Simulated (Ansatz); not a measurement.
# C₈H₁₆: one species, many methods

An exercise on one series of results from a longer session: the logs are not shown, and one member is left open.

Computed with Ansatz 0.2.0, Gaussian basis. Level: functionals in def2-TZVPP, the program's frozen cores in correlated methods.

Plan: PBE-D4, r2SCAN-D4, PBE0-D4, B3LYP-D4, ωB97X-V, ωB97M-V, B2PLYP; CCSD(T)/def2-TZVPP; MP2/def2-QZVPP; extrapolation to the limit.

## The relaxed structure

The geometry comes from an earlier relaxation with PBE0-D4 in a triple-zeta def2 set; it is a stationary point, not always the lowest conformer.

SMILES `C=CCCCCCC`, 24 atoms, charge 0, spin multiplicity 1.

Atoms are counted from 1 here; the program's logs count them from 0.

Bond lengths: C1–C2 1.326 Å, C1–H9 1.085 Å, C1–H10 1.084 Å, C2–C3 1.497 Å, C2–H11 1.089 Å, C3–C4 1.521 Å, C3–H12 1.098 Å, C3–H13 1.098 Å, C4–C5 1.523 Å, C4–H14 1.095 Å, C4–H15 1.096 Å, C5–C6 1.522 Å, C5–H16 1.095 Å, C5–H17 1.096 Å, C6–C7 1.522 Å, C6–H18 1.098 Å, C6–H19 1.096 Å, C7–C8 1.519 Å and more. Angles: C2–C1–H9 122.4°, C2–C1–H10 121.0°, H9–C1–H10 116.6°, C1–C2–C3 127.1°, C1–C2–H11 118.1°, C3–C2–H11 114.8°, C2–C3–C4 116.5°, C2–C3–H12 108.4°, C2–C3–H13 107.5°, C4–C3–H12 109.4°, C4–C3–H13 109.7°, H12–C3–H13 104.7°, C3–C4–C5 113.6°, C3–C4–H14 109.3°, C3–C4–H15 108.8°, C5–C4–H14 110.6°, C5–C4–H15 108.5°, H14–C4–H15 105.8° and more.

Coordinates:

```xyz
24
C8H16
C     1.0758   -0.9535   -2.5582
C     1.1664   -2.0978   -1.8949
C     0.4773   -2.4558   -0.6152
C    -0.2681   -1.3339    0.0908
C     0.6496   -0.3331    0.7806
C    -0.0827    0.8200    1.4528
C    -0.7488    1.7888    0.4869
C    -1.4198    2.9537    1.1937
H     0.4782   -0.1214   -2.2019
H     1.6025   -0.8073   -3.4939
H     1.7878   -2.8869   -2.3150
H     1.2194   -2.8883    0.0690
H    -0.2150   -3.2794   -0.8333
H    -0.9215   -0.8269   -0.6263
H    -0.9338   -1.7717    0.8429
H     1.3725    0.0664    0.0615
H     1.2392   -0.8707    1.5322
H    -0.8376    0.4214    2.1432
H     0.6263    1.3801    2.0735
H     0.0052    2.1675   -0.2137
H    -1.4904    1.2605   -0.1211
H    -1.8888    3.6399    0.4847
H    -0.6973    3.5261    1.7826
H    -2.1964    2.6025    1.8792
```

The first run:

Contents of in.yaml:

```yaml
crystal:
  periodic: [false, false, false]
  atoms:
    - {symbol: C, position_ang: [1.075755, -0.953456, -2.558212]}
    - {symbol: C, position_ang: [1.166387, -2.097830, -1.894866]}
    - {symbol: C, position_ang: [0.477308, -2.455761, -0.615189]}
    - {symbol: C, position_ang: [-0.268079, -1.333913, 0.090769]}
    - {symbol: C, position_ang: [0.649631, -0.333119, 0.780602]}
    - {symbol: C, position_ang: [-0.082681, 0.819957, 1.452783]}
    - {symbol: C, position_ang: [-0.748791, 1.788762, 0.486901]}
    - {symbol: C, position_ang: [-1.419808, 2.953743, 1.193679]}
    - {symbol: H, position_ang: [0.478223, -0.121435, -2.201857]}
    - {symbol: H, position_ang: [1.602458, -0.807286, -3.493932]}
    - {symbol: H, position_ang: [1.787838, -2.886879, -2.315012]}
    - {symbol: H, position_ang: [1.219363, -2.888349, 0.069033]}
    - {symbol: H, position_ang: [-0.215027, -3.279430, -0.833274]}
    - {symbol: H, position_ang: [-0.921470, -0.826927, -0.626289]}
    - {symbol: H, position_ang: [-0.933775, -1.771696, 0.842893]}
    - {symbol: H, position_ang: [1.372519, 0.066380, 0.061485]}
    - {symbol: H, position_ang: [1.239218, -0.870673, 1.532243]}
    - {symbol: H, position_ang: [-0.837586, 0.421430, 2.143169]}
    - {symbol: H, position_ang: [0.626333, 1.380116, 2.073497]}
    - {symbol: H, position_ang: [0.005155, 2.167474, -0.213739]}
    - {symbol: H, position_ang: [-1.490433, 1.260471, -0.121122]}
    - {symbol: H, position_ang: [-1.888820, 3.639878, 0.484670]}
    - {symbol: H, position_ang: [-0.697328, 3.526062, 1.782591]}
    - {symbol: H, position_ang: [-2.196399, 2.602490, 1.879178]}
basis:
  gaussian: {orbitals: def2-TZVPP}
hamiltonian: {xc: pbe, dispersion: d4}
output: {forces: true, orbitals: {seedname: orbitals}}
```

On the command line:

```console
$ ansatz run in.yaml --threads 4 --pin off --events-out ev --progress --plain --max-ram 41984MiB --backend cuda --devices 0, --max-vram 37GiB
```

Steps of the session up to this table: PBE-D4 (GGA); r2SCAN-D4 (meta-GGA); PBE0-D4 (hybrid); B3LYP-D4 (hybrid); ωB97X-V (range-separated); ωB97M-V (range-separated); B2PLYP (double hybrid); CCSD(T) in def2-TZVPP; MP2 in def2-QZVPP.

One of the session's tables, all rows but one given; the rest of the session is left out.

It belongs to the step «Atomisation energies». 

```
            method  atoms, summed (eV)  atomisation energy (eV)
            PBE-D4           -8445.370                  102.998
         r2SCAN-D4           -8453.549                  101.303
           PBE0-D4           -8448.035                  101.915
          B3LYP-D4           -8460.300                  101.198
           ωB97X-V           -8456.771                  101.163
           ωB97M-V           -8453.949                  101.338
            B2PLYP           -8451.695                  100.158
     HF/def2-TZVPP           -8422.925                   76.739
    MP2/def2-TZVPP                   ?                        ?
   CCSD/def2-TZVPP           -8441.760                   97.796
CCSD(T)/def2-TZVPP           -8442.202                   98.998
           MP2/CBS           -8439.775                  101.992
       CCSD(T)/CBS           -8444.660                  101.044
```

Q: Estimate the row for MP2/def2-TZVPP from the others.

**Answer.** atoms, summed (eV): -8437.317; atomisation energy (eV): 99.947. In the column «atoms, summed (eV)» it lies between MP2/CBS (-8439.775) and HF/def2-TZVPP (-8422.925).

Caveats from the session: Free atoms (8 C, 16 H) were run apart at each level; the atomisation energy is their sum less the molecule, without zero-point or spin-orbit terms.
